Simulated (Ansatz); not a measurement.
# Ge₂NH (singlet): wave-function methods side by side, cc-pVDZ

The task here is to estimate one member of a computed series from the others.

Computed with Ansatz 0.2.0, Gaussian basis. Level: cc-pVDZ, core rule «outside noble gas», up to 29 orbitals frozen.

Plan: UHF; CCSD(T) on RHF; BCCD(T) on RHF; CISD; CCSDT(Q) on RHF; CCSDT(Q) on UHF; CASSCF and MRCISD+Q, 8 electrons in 8 orbitals; CASSCF and NEVPT2, 8 electrons in 8 orbitals.

34 further runs of the same task are left out: 25 that didn't finish, 9 set aside as unsound or not needed.

### The geometry

The geometry is a PBE0/def2-TZVP stationary point (not a proven minimum). No spin-orbit coupling is included. The filled d shell of Ge may be among the frozen orbitals whatever the setting's name suggests; the logs give the count.

4 atoms, charge 0, spin multiplicity 1.

Atoms are counted from 1 here; the program's logs count them from 0.

Bond lengths: Ge1–N2 1.675 Å, N2–Ge3 1.820 Å, Ge3–H4 1.609 Å. Angles: Ge1–N2–Ge3 169.6°, N2–Ge3–H4 95.4°.

The first run:

in.yaml

```yaml
crystal:
  periodic: [false, false, false]
  atoms:
    - {symbol: Ge, position_ang: [0.000037, -0.400092, 2.236409]}
    - {symbol: N, position_ang: [-0.000257, -0.268272, 0.566288]}
    - {symbol: Ge, position_ang: [0.000028, -0.454839, -1.244511]}
    - {symbol: H, position_ang: [0.000192, 1.123203, -1.558186]}
basis:
  gaussian: {orbitals: cc-pVDZ}
magnetization: {spin_polarized: true, initial_magnetization: 0}
hamiltonian: {xc: hf}
output: {orbitals: {seedname: orbitals}}
```

Launch:

```sh
$ ansatz run in.yaml --threads 1 --pin off --events-out ev --progress --plain --max-ram 2393MiB
```

Among the steps run: UHF; CCSD(T) on RHF; BCCD(T) on RHF; CISD; CCSDT(Q) on RHF; CCSDT(Q) on UHF; CASSCF and MRCISD+Q, 8 electrons in 8 orbitals; CASSCF and NEVPT2, 8 electrons in 8 orbitals.

One of the session's tables, all rows but one given; the rest of the session is left out.

It belongs to the step «Misses and costs». 

| method | from RCCSDT(Q) (kJ/mol) |
| --- | --- |
| RHF | +961.7 |
| RMP2 | ? |
| RCCSD | +52.8 |
| RCCSD(T) | +7.5 |
| BCCD(T) | +7.1 |
| RCCSDT | +5.9 |
| RCCSDT(Q) | 0 |
| CASSCF frontier | +595.6 |
| MRCISD frontier | +71.0 |
| MRCISD+Q frontier | +11.0 |

**Question.** Estimate the row for RMP2.

The run gave: from RCCSDT(Q) (kJ/mol): +101.3. In the column «from RCCSDT(Q) (kJ/mol)» it lies between MRCISD frontier (+71.0) and CASSCF frontier (+595.6).

Not comparable, so not listed: CISD; CASSCF and NEVPT2, 8 electrons in 8 orbitals (they don't share determinant, frozen orbitals or solution with the rows shown, or repeat one).

With the free atoms at the same levels and basis (separate runs), the atomisation energy is 9.746 eV at RCCSDT(Q), 9.689 eV at RCCSD(T), 5.280 eV at RHF.

Caveats from the session: Warnings in the runs' records: passed over end.
